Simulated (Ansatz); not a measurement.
# CH₅FGeOSi: small, medium and large basis sets

The task here is to estimate one member of a computed series from the others.

The runs use Ansatz 0.2.0, Gaussian basis; one geometry, several basis sets.

The runs, in order: PBE0-D4/def2-SVP; ωB97M-V/def2-SVP; PBE0-D4/def2-QZVPP; ωB97M-V/def2-QZVPP; the functionals' def2-TZVPP values are taken from earlier runs.

## Structure used throughout

The geometry comes from an earlier relaxation with PBE0-D4 in a triple-zeta def2 set; it is a stationary point, not always the lowest conformer.

SMILES `F[SiH]1[CH2][GeH2][O]1`, 10 atoms, charge 0, spin multiplicity 1.

Atoms are counted from 1 here; the program's logs count them from 0.

Bond lengths: F1–Si2 1.594 Å, Si2–C3 1.879 Å, Si2–O5 1.643 Å, Si2–H6 1.479 Å, C3–Ge4 1.969 Å, C3–H7 1.090 Å, C3–H8 1.089 Å, Ge4–O5 1.831 Å, Ge4–H9 1.535 Å, Ge4–H10 1.535 Å. Angles: F1–Si2–C3 112.1°, F1–Si2–O5 112.0°, F1–Si2–H6 106.1°, C3–Si2–O5 94.7°, C3–Si2–H6 118.5°, O5–Si2–H6 113.5°, Si2–C3–Ge4 83.9°, Si2–C3–H7 116.2°, Si2–C3–H8 116.0°, Ge4–C3–H7 113.9°, Ge4–C3–H8 115.3°, H7–C3–H8 109.7°, C3–Ge4–O5 86.0°, C3–Ge4–H9 117.4°, C3–Ge4–H10 118.3°, O5–Ge4–H9 109.3°, O5–Ge4–H10 109.8°, H9–Ge4–H10 112.3° and more.

The first run:

Input file in.yaml:

```yaml
crystal:
  periodic: [false, false, false]
  atoms:
    - {symbol: F, position_ang: [-2.062630, 0.904759, 1.106745]}
    - {symbol: Si, position_ang: [-0.533219, 0.968189, 0.661105]}
    - {symbol: C, position_ang: [0.289486, -0.720240, 0.712416]}
    - {symbol: Ge, position_ang: [0.421141, -0.481561, -1.237356]}
    - {symbol: O, position_ang: [-0.373536, 1.144864, -0.964340]}
    - {symbol: H, position_ang: [0.073230, 2.072152, 1.435717]}
    - {symbol: H, position_ang: [1.254003, -0.769556, 1.217800]}
    - {symbol: H, position_ang: [-0.338585, -1.548716, 1.038194]}
    - {symbol: H, position_ang: [1.820998, -0.270228, -1.830025]}
    - {symbol: H, position_ang: [-0.467789, -1.350863, -2.137357]}
basis:
  gaussian: {orbitals: def2-SVP}
hamiltonian: {xc: pbe0, dispersion: d4}
output: {orbitals: {seedname: orbitals}}
```

Among the steps run: PBE0-D4 in def2-SVP; ωB97M-V in def2-SVP; PBE0-D4 in def2-QZVPP; ωB97M-V in def2-QZVPP.

One table of the session follows, with a row left open; its other results are not shown here.

It belongs to the step «Density functionals: the series». 

| functional | basis | HOMO (eV) |
| --- | --- | --- |
| PBE0-D4 | def2-SVP | -8.36 |
| PBE0-D4 | def2-TZVPP | -8.38 |
| PBE0-D4 | def2-QZVPP | -8.39 |
| ωB97M-V | def2-SVP | -10.50 |
| ωB97M-V | def2-TZVPP | -10.54 |
| ωB97M-V | def2-QZVPP | ? |

Estimate the missing values for ωB97M-V, def2-QZVPP.

The run gave: HOMO (eV): -10.56. In the column «HOMO (eV)» it is the lowest.
